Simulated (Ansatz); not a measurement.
# Cu3Sb4O12: molecular dynamics

Purpose: to see whether any ions leave their sites. Runs: 400 steps of 1.5 fs at constant energy, with velocities drawn for 1800 K; 400 steps of 1 fs under a Nosé-Hoover thermostat at 1170 K. Host space group Im-3.

All numbers below are computed with Ansatz 0.2.0 (DFT LDA, plane waves, PAW, scalar-relativistic, no spin polarisation).

### 1 The system as given

The cell holds 38 atoms (Cu6O24Sb8): a = 7.699 Å, b = 7.699 Å, c = 7.699 Å, α = 90.00°, β = 90.00°, γ = 90.00°.

The coordinates stand in the first input below.

### 2 Run 1

400 steps of 1.5 fs at constant energy, with velocities drawn for 1800 K.

Input file input.yaml:

```yaml
crystal:
  lattice:
    - [7.699366, 0.0, 0.0]
    - [0.0, 7.699366, 0.0]
    - [0.0, 0.0, 7.699366]
  atoms:
    - { symbol: Cu, position: [0.0, 0.0, 0.5] }
    - { symbol: Cu, position: [0.0, 0.5, 0.0] }
    - { symbol: Cu, position: [0.5, 0.0, 0.0] }
    - { symbol: Sb, position: [0.25, 0.25, 0.25] }
    - { symbol: Sb, position: [0.25, 0.75, 0.25] }
    - { symbol: Sb, position: [0.25, 0.25, 0.75] }
    - { symbol: Sb, position: [0.75, 0.25, 0.25] }
    - { symbol: O, position: [0.314842, 0.814185, 0.5] }
    - { symbol: O, position: [0.185158, 0.685815, 0.0] }
    - { symbol: O, position: [0.314842, 0.185815, 0.5] }
    - { symbol: O, position: [0.0, 0.185158, 0.685815] }
    - { symbol: O, position: [0.814185, 0.5, 0.314842] }
    - { symbol: O, position: [0.314185, 0.0, 0.185158] }
    - { symbol: O, position: [0.0, 0.185158, 0.314185] }
    - { symbol: O, position: [0.685815, 0.0, 0.185158] }
    - { symbol: O, position: [0.185158, 0.314185, 0.0] }
    - { symbol: O, position: [0.5, 0.314842, 0.814185] }
    - { symbol: O, position: [0.185815, 0.5, 0.314842] }
    - { symbol: O, position: [0.5, 0.314842, 0.185815] }
    - { symbol: Cu, position: [0.5, 0.5, 0.0] }
    - { symbol: Cu, position: [0.5, 0.0, 0.5] }
    - { symbol: Cu, position: [0.0, 0.5, 0.5] }
    - { symbol: Sb, position: [0.75, 0.75, 0.75] }
    - { symbol: Sb, position: [0.75, 0.25, 0.75] }
    - { symbol: Sb, position: [0.75, 0.75, 0.25] }
    - { symbol: Sb, position: [0.25, 0.75, 0.75] }
    - { symbol: O, position: [0.814842, 0.314185, 0.0] }
    - { symbol: O, position: [0.685158, 0.185815, 0.5] }
    - { symbol: O, position: [0.814842, 0.685815, 0.0] }
    - { symbol: O, position: [0.5, 0.685158, 0.185815] }
    - { symbol: O, position: [0.314185, 0.0, 0.814842] }
    - { symbol: O, position: [0.814185, 0.5, 0.685158] }
    - { symbol: O, position: [0.5, 0.685158, 0.814185] }
    - { symbol: O, position: [0.185815, 0.5, 0.685158] }
    - { symbol: O, position: [0.685158, 0.814185, 0.5] }
    - { symbol: O, position: [0.0, 0.814842, 0.314185] }
    - { symbol: O, position: [0.685815, 0.0, 0.814842] }
    - { symbol: O, position: [0.0, 0.814842, 0.685815] }
basis:
  ecutwfc: 420.0
kpoints:
  mp_grid: { grid: [1, 1, 1] }
hamiltonian:
  xc: lda
scf:
  occupations: { method: fermi_dirac, width: 0.05 }
  lower_state_search: "off"
md:
  timestep: 1.5
  n_steps: 400
  ensemble: nve
  temperature: 1800.0
  initial_velocities: maxwell_boltzmann
  seed: 895421
```

Started as:

```bash
ansatz run input.yaml --threads 2 --pin off --max-ram 5120MiB --backend cpu --events-out ev --progress --plain --runs-dir out
```

The log of the run, shortened:

```text
Warning: md: disabling space-group detection — thermal motion breaks the input geometry's symmetry, so no spatial operation reduces the k-mesh or symmetrises the density; time reversal is kept, so that k and −k are solved as one point where they differ and the mesh holds both, and exact [...]
Warning: RAYON_NUM_THREADS=2 ignored (pool sized by the plan → 2); use --threads N
[...]
Pseudopotentials: kind: paw
Pseudopotential: Cu, paw, valence charge 19, recommended cutoff 420 eV (normal), Cu.paw.azcp
Pseudopotential: Sb, paw, valence charge 15, recommended cutoff 420 eV (normal), Sb.paw.azcp
Pseudopotential: O, paw, valence charge 6, recommended cutoff 420 eV (normal), O.paw.azcp
Functional definition: SPW92
[...]
Crystal: 38 atoms, lattice volume = 456.420 Å³
Basis set: ecut = 420 eV, 8925 PW (Γ)
Bands: 227, of which v1, the nominal top of the filled ones, is band 189 counted from 1 (188 counted from 0)
Symmetry: 1 space group operations
k-points: 1
[...]
SCF iter   1: F=—  HF=-103327.817804 eV  |F-HF|=—  |Δ(HF+E_count)|=         —  Δρ=2.01e-2  dr2=1.20e0  ethr=1.77e-3  ⟨swp⟩=5.0  Hψ=892  notcnv=0  defer=6
[...]
md step     0: t =     0.00 fs  T =  1800.0 K  F+E_penalty+E_count = -103327.44276040 eV  E_kin = 8.608716 eV  conserved = -103318.83404447 eV  (15 SCF iters)
[...]
md step     8: t =    12.00 fs  T =  1069.6 K  F+E_penalty+E_count = -103323.93714864 eV  E_kin = 5.115686 eV  conserved = -103318.82146258 eV  (8 SCF iters)
[...]
md step    16: t =    24.00 fs  T =   649.2 K  F+E_penalty+E_count = -103321.92843230 eV  E_kin = 3.104962 eV  conserved = -103318.82347015 eV  (6 SCF iters)
[...]
md step    24: t =    36.00 fs  T =   707.5 K  F+E_penalty+E_count = -103322.20866426 eV  E_kin = 3.383871 eV  conserved = -103318.82479357 eV  (8 SCF iters)
[...]
md step    31: t =    46.50 fs  T =   721.5 K  F+E_penalty+E_count = -103322.27566013 eV  E_kin = 3.450746 eV  conserved = -103318.82491397 eV  (8 SCF iters)
md step    32: t =    48.00 fs  T =   716.7 K  F+E_penalty+E_count = -103322.25201045 eV  E_kin = 3.427611 eV  conserved = -103318.82439967 eV  (7 SCF iters)
```

### 3 The log goes on: dynamics from the start

Output, continued, shortened:

```text
md step    33: t =    49.50 fs  T =   713.1 K  F+E_penalty+E_count = -103322.23444662 eV  E_kin = 3.410681 eV  conserved = -103318.82376537 eV  (8 SCF iters)
[...]
md step    54: t =    81.00 fs  T =   940.3 K  F+E_penalty+E_count = -103323.32205687 eV  E_kin = 4.497273 eV  conserved = -103318.82478368 eV  (8 SCF iters)
[...]
md step    75: t =   112.50 fs  T =   891.1 K  F+E_penalty+E_count = -103323.08914991 eV  E_kin = 4.261865 eV  conserved = -103318.82728462 eV  (10 SCF iters)
[...]
md step    96: t =   144.00 fs  T =   907.1 K  F+E_penalty+E_count = -103323.16309033 eV  E_kin = 4.338400 eV  conserved = -103318.82469046 eV  (7 SCF iters)
[...]
md step   117: t =   175.50 fs  T =   949.8 K  F+E_penalty+E_count = -103323.36863995 eV  E_kin = 4.542374 eV  conserved = -103318.82626577 eV  (8 SCF iters)
md step   118: t =   177.00 fs  T =   939.4 K  F+E_penalty+E_count = -103323.31884990 eV  E_kin = 4.492596 eV  conserved = -103318.82625434 eV  (7 SCF iters)
[...]
md step   119: t =   178.50 fs  T =   923.7 K  F+E_penalty+E_count = -103323.24387203 eV  E_kin = 4.417785 eV  co
[...]
--- Forces (eV/Å), atoms counted from 1 ---
  atom   1  Cu    -0.36692830     0.59389386     0.15733286
  atom   2  Cu    -0.45100425     0.03001293     0.29780941
  atom   3  Cu    -0.33141058    -0.57005537    -0.16175593
  atom   4  Sb     1.93055231    -0.72827057     0.61399632
  atom   5  Sb    -1.18964719     0.68421678     0.36419000
  atom   6  Sb    -0.69615033    -1.77521992     0.27691683
  atom   7  Sb     0.36297780    -0.06164224    -1.06943294
  atom   8  O      0.34072592    -0.46465378    -1.03105944
[...]
--- MD trajectory: 400 steps, t = 0.0 → 600.0 fs ---
  final state: T = 975.6 K   F+E_penalty+E_count = -103323.49116908 eV   E_kin = 4.666085 eV
  conserved energy: peak-to-peak 1.554e-2 eV (4.090e-4 eV/atom) over 600.0 fs
```

Run time: 8 min. Hardware: 2 threads of AMD EPYC 9R45 (Zen 5), shared host; peak memory 0.71 GiB.

### 4 What the atoms did

The trajectory, every 29 steps (energies from step 0); msd is the mean square displacement from the start, the centre of mass held:

| time (fs) | T (K) | potential energy change (meV/atom) | total energy change (meV/atom) | msd Cu (Å²) | msd O (Å²) | msd Sb (Å²) |
| --- | --- | --- | --- | --- | --- | --- |
| 0.0 | 1800 | 0.0 | 0.00 | 0.000 | 0.000 | 0.000 |
| 43.5 | 728 | 135.1 | 0.23 | 0.073 | 0.050 | 0.032 |
| 87.0 | 970 | 104.7 | 0.18 | 0.076 | 0.057 | 0.033 |
| 130.5 | 907 | 112.7 | 0.25 | 0.074 | 0.074 | 0.016 |
| 174.0 | 955 | 106.6 | 0.21 | 0.043 | 0.049 | 0.029 |
| 217.5 | 1019 | 98.5 | 0.21 | 0.053 | 0.040 | 0.029 |
| 261.0 | 868 | 117.5 | 0.23 | 0.088 | 0.047 | 0.021 |
| 304.5 | 986 | 102.7 | 0.20 | 0.069 | 0.041 | 0.024 |
| 348.0 | 953 | 106.8 | 0.21 | 0.072 | 0.054 | 0.033 |
| 391.5 | 830 | 122.3 | 0.22 | 0.087 | 0.082 | 0.042 |
| 435.0 | 849 | 119.9 | 0.20 | 0.122 | 0.066 | 0.028 |
| 478.5 | 986 | 102.7 | 0.20 | 0.082 | 0.041 | 0.012 |
| 522.0 | 941 | 108.3 | 0.24 | 0.069 | 0.040 | 0.021 |
| 565.5 | 853 | 119.4 | 0.21 | 0.107 | 0.062 | 0.033 |
| 600.0 | 976 | 104.0 | 0.24 | 0.126 | 0.056 | 0.041 |

time (fs), T (K) and a bar:
```
      0.0       1800 ##############################
     25.5        654 
     52.5        719 ##
     78.0        917 #######
    105.0        722 ##
    130.5        907 #######
    156.0        863 #####
    183.0        853 #####
    208.5       1167 #############
    235.5        774 ###
    261.0        868 ######
    286.5        916 #######
    313.5        841 #####
    339.0        936 #######
    364.5        864 ######
    391.5        830 #####
    417.0        786 ###
    444.0        765 ###
    469.5       1017 ##########
    495.0        991 #########
    522.0        941 ########
    547.5        869 ######
    574.5        758 ###
    600.0        976 ########
```

Pair distribution over the second half of the run:

| r (Å) | g O–O | g Sb–O | g Cu–O |
| --- | --- | --- | --- |
| 0.68 | 0.00 | 0.00 | 0.00 |
| 0.84 | 0.00 | 0.00 | 0.00 |
| 1.00 | 0.00 | 0.00 | 0.00 |
| 1.16 | 0.00 | 0.00 | 0.00 |
| 1.32 | 0.00 | 0.00 | 0.00 |
| 1.48 | 0.00 | 0.00 | 0.00 |
| 1.64 | 0.00 | 0.00 | 0.03 |
| 1.80 | 0.00 | 0.51 | 1.10 |
| 1.96 | 0.00 | 6.37 | 3.64 |
| 2.12 | 0.00 | 5.88 | 3.01 |
| 2.28 | 0.01 | 0.78 | 1.27 |
| 2.44 | 0.20 | 0.02 | 0.98 |
| 2.60 | 1.38 | 0.00 | 0.92 |
| 2.76 | 3.48 | 0.00 | 1.01 |
| 2.92 | 3.91 | 0.00 | 1.13 |
| 3.08 | 2.24 | 0.00 | 1.02 |
| 3.24 | 0.57 | 0.00 | 0.98 |
| 3.40 | 0.11 | 0.04 | 0.97 |
| 3.56 | 0.08 | 0.32 | 0.74 |
| 3.72 | 0.32 | 1.55 | 0.30 |

First peaks of g(r) that rise above 1 (not always the tallest), and, where a minimum follows, the mean number of second-named atoms round a first-named one up to the next minimum:

| pair | peak (Å) | height | minimum (Å) | neighbours |
| --- | --- | --- | --- | --- |
| O–O | 2.84 | 4.0 | 3.48 | 10.0 |
| Sb–O | 2.04 | 7.9 | 2.52 | 6.0 |
| Cu–O | 2.04 | 3.8 | - | - |

Maxima of the velocity power spectrum (cm⁻¹, relative height; resolution about 110 cm⁻¹): 180 (100), 400 (55), 560 (67).

### 5 Positions and forces

Positions (Å) and forces (eV/Å):

```xyz
38
Lattice="7.699 0.000 0.000 0.000 7.699 0.000 0.000 0.000 7.699" Properties=species:S:1:pos:R:3:forces:R:3 pbc="T T T" time_fs=199.5 T=868 dE=4.4702
Cu    0.010   -0.140    3.907    0.199    0.631   -0.421
Cu   -0.091    3.795   -0.233    0.626   -0.026    1.099
Cu    3.961    0.204    0.062    0.164   -0.666   -0.799
Sb    1.994    1.842    1.976   -1.246    1.920   -0.137
Sb    1.912    5.691    1.686    0.217   -0.117    2.239
Sb    2.011    1.920    5.820   -1.364   -1.326   -0.308
Sb    5.798    2.098    2.147    0.069   -1.056   -0.480
O     2.442    6.337    3.715   -1.651   -2.058    0.181
O     1.328    5.287   -0.127   -0.027   -0.710    0.007
O     2.276    1.217    3.797    0.521    0.162    1.440
O     0.015    1.600    5.093   -0.518    0.158    0.947
O     6.498    3.982    2.371   -1.867   -0.650    0.389
O     2.618    0.065    1.379   -0.497   -1.138    0.535
O    -0.019    1.498    2.370    0.153   -1.001    0.797
O     5.474   -0.061    1.371   -0.769    2.724    0.150
O     1.558    2.261    0.098   -0.398    0.725   -1.606
O     3.826    2.438    6.344    1.206   -0.186    0.099
O     1.310    3.713    2.554    1.581    0.611   -1.352
O     3.925    2.594    1.625   -0.451   -0.612   -0.251
Cu    3.896    3.851   -0.016   -0.042    0.143    0.141
Cu    3.755   -0.166    3.778    1.234    1.984    0.354
Cu   -0.148    3.621    3.909    1.203    0.415    0.066
Sb    5.680    5.848    5.809    0.092    0.480    1.373
Sb    5.835    1.969    5.873   -0.180    0.178   -0.180
Sb    5.799    5.882    1.858    0.907   -2.453    0.610
Sb    1.830    5.726    5.671    0.858    0.797   -0.223
O     6.346    2.373    0.238   -0.595    0.084   -2.306
O     5.036    1.425    3.980    1.052    0.645   -0.684
O     6.252    5.189    0.001   -0.859    0.755   -0.577
O     3.925    5.296    1.265   -0.594    0.196    0.555
O     2.354   -0.104    6.308    0.305    1.182   -0.555
O     6.115    4.017    5.344    0.660   -2.224   -0.300
O     3.699    5.281    6.209    1.268   -0.047   -0.045
O     1.450    3.800    5.140   -0.137    0.179    1.092
O     5.328    6.360    3.963   -0.099   -0.034   -1.754
O     0.054    6.115    2.288    0.067    1.222    0.547
O     5.415    0.111    6.303   -0.867   -0.794    0.726
O    -0.044    6.388    5.601   -0.218   -0.094   -1.365
38
Lattice="7.699 0.000 0.000 0.000 7.699 0.000 0.000 0.000 7.699" Properties=species:S:1:pos:R:3:forces:R:3 pbc="T T T" time_fs=400.5 T=846 dE=4.5707
Cu   -0.120   -0.151    3.959    0.145    1.920    0.909
Cu    0.040    3.851    0.181    0.160   -0.050   -1.202
Cu    4.100   -0.500   -0.186   -0.982    0.969    1.039
Sb    1.884    2.065    1.934    1.399   -1.299   -1.012
Sb    1.978    5.890    2.065   -0.487    0.731   -0.331
Sb    1.831    2.074    5.617   -0.091   -0.056    3.380
Sb    5.835    1.724    1.770   -2.648    3.026   -1.635
O     2.570    6.132    3.995    0.040    0.547    0.711
O     1.355    5.569    0.190    0.182   -0.602    0.092
O     2.266    1.683    3.876    0.723   -0.688   -2.833
O    -0.049    1.475    5.190   -0.567   -0.283   -0.699
O     5.909    3.755    2.467    1.262   -0.057   -0.514
O     2.541    0.017    1.685   -0.380    1.222    0.150
O    -0.097    1.262    2.229    2.499    0.179    0.516
O     5.441   -0.070    1.157   -0.220   -1.271    0.935
O     1.605    2.538   -0.106   -0.828    0.388    1.826
O     3.853    2.464    5.996   -0.732    0.641    0.285
O     1.589    4.035    2.495   -1.013   -2.323   -0.007
O     3.839    2.414    1.280    0.039   -0.175    0.464
Cu    3.767    3.821   -0.047    0.107   -0.090    0.016
Cu    3.881   -0.169    3.896    0.180    0.592   -0.298
Cu   -0.181    3.995    3.669    0.542    0.010    0.323
Sb    5.923    5.669    5.833   -0.260    1.017    0.742
Sb    5.663    1.928    5.574    1.260   -0.747    0.842
Sb    5.753    5.769    1.994   -0.050   -1.031    0.064
Sb    1.931    5.947    5.909   -0.237   -0.556    0.405
O     6.257    2.300   -0.226    0.295    0.584    1.416
O     5.275    1.266    3.620   -0.453   -0.282    1.325
O     6.289    5.186    0.095   -0.055   -0.218    0.002
O     3.813    5.464    1.615    1.305   -0.688   -0.800
O     2.379    0.200    6.296    0.099   -0.895   -0.534
O     6.247    3.829    5.179   -0.033    0.163   -0.133
O     3.818    5.510    6.491    0.582   -0.692    0.265
O     1.266    3.987    5.616    0.327    0.783   -1.011
O     5.424    6.218    3.978   -0.072    0.167   -0.500
O     0.154    6.070    2.957   -1.071   -0.635   -1.637
O     5.417   -0.011    6.331    0.312   -0.247   -1.753
O     0.078    6.442    5.679   -1.280   -0.052   -0.808
38
Lattice="7.699 0.000 0.000 0.000 7.699 0.000 0.000 0.000 7.699" Properties=species:S:1:pos:R:3:forces:R:3 pbc="T T T" time_fs=600.0 T=976 dE=3.9516
Cu    0.210   -0.306    3.817   -0.367    0.594    0.157
Cu    0.071    3.858   -0.073   -0.451    0.030    0.298
Cu    3.877    0.613    0.148   -0.331   -0.570   -0.162
Sb    1.776    1.994    2.017    1.931   -0.728    0.614
Sb    1.924    5.761    1.842   -1.190    0.684    0.364
Sb    1.982    1.795    5.791   -0.696   -1.775    0.277
Sb    5.733    2.069    2.094    0.363   -0.062   -1.069
O     2.330    6.295    3.823    0.341   -0.465   -1.031
O     1.379    5.398   -0.131    0.353   -0.912    1.534
O     2.572    1.535    3.919   -0.691   -0.005   -0.841
O     0.053    1.129    5.409   -0.235    0.606    0.012
O     6.103    4.041    2.439   -0.021   -0.982    0.234
O     2.350    0.150    1.628    0.966   -1.453   -0.725
O     0.080    1.359    2.663   -2.009    0.214    0.158
O     5.388    0.159    1.339   -0.399    0.038    0.465
O     1.304    2.273    0.153    0.261    0.604   -1.627
O     3.872    2.099    6.290    0.037    0.725    1.279
O     1.310    3.781    2.563    0.027    1.634   -0.279
O     3.785    2.486    1.431    0.129   -0.201   -0.127
Cu    3.887    3.925   -0.011    0.256   -1.279   -0.494
Cu    3.788    0.061    3.724    0.563    0.011    0.505
Cu   -0.350    3.629    3.925    1.345    0.814   -0.304
Sb    5.829    5.865    5.653    0.127   -0.950    1.172
Sb    5.903    1.819    5.926    0.179    1.565   -0.966
Sb    5.656    5.906    1.729    2.560    0.468    1.910
Sb    2.033    5.552    5.716    0.102    1.103   -0.456
O     6.290    2.540    0.186   -0.189   -0.270   -1.037
O     5.227    1.585    3.875    0.043   -0.453    1.126
O     6.298    5.296    0.012   -0.278    0.184   -1.761
O     3.848    5.292    1.323   -1.104    0.525    0.213
O     2.374   -0.213    6.030    0.529    1.066    0.813
O     6.147    3.842    5.375    0.311   -0.917    0.202
O     3.891    5.012    6.027    0.429    0.516    0.432
O     1.416    3.618    5.412   -0.194    0.684    0.035
O     5.469    6.468    3.783   -0.826   -0.025   -0.635
O     0.000    6.231    2.184   -0.045    0.248    0.484
O     5.308    0.037    6.266    0.086   -1.965    0.166
O     0.163    5.944    5.288   -1.912    0.697   -0.938
```

On run 1: The temperature starts at 1800 K and averages 892 K in the second half, where it ranges from 758 to 1041 K. About half is expected from a start at a minimum: kinetic energy passes into potential energy until both shares match. The total energy strays from its start by at most 0.41 meV/atom, 0.4 % of the mean kinetic energy, which is good for a step of 1.5 fs. The farthest move is 0.63 Å against a mean nearest distance of 2.0 Å: a large displacement, and the run is too short to tell whether atoms leave their places.

(Part 1 of 2 ends here.)
